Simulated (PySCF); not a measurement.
The system is SMgClH, in a box.

```
S Mg Cl H
1.0
    11.00000    0.00000    0.00000
     0.00000   14.00000    0.00000
     0.00000    0.00000   10.00000
S Mg Cl H
1 1 1 1
Cartesian
  4.9499 9.0815 4.5926
  5.0284 6.8530 5.0515
  5.0804 4.7180 5.4754
  6.0760 9.3240 5.2876
```

Program: PySCF 2.14.0. Alike in all runs: task atomic charges; potentials or basis cc-pvdz (all-electron); no spin polarisation; cell as given; k mesh 1 × 1 × 1; smearing fixed.

Order these runs on this cell by their band gap on the k mesh, lowest first.
A. level TM
B. level M06-L+D4; three-body dispersion term yes
C. level BHandHLYP+D4; three-body dispersion term yes; exxdiv ewald
D. level OLYP+D3(BJ); three-body dispersion term no

D (3.90 eV), A (4.12 eV), B (4.95 eV), C (7.44 eV).

Caveats: this is a molecule in a periodic box at the Γ point, so its band gap is the HOMO-LUMO gap; the basis of atomic orbitals isn't converged, which shifts pressures, moduli and gaps.

Runs at the PBE level aren't shown here.
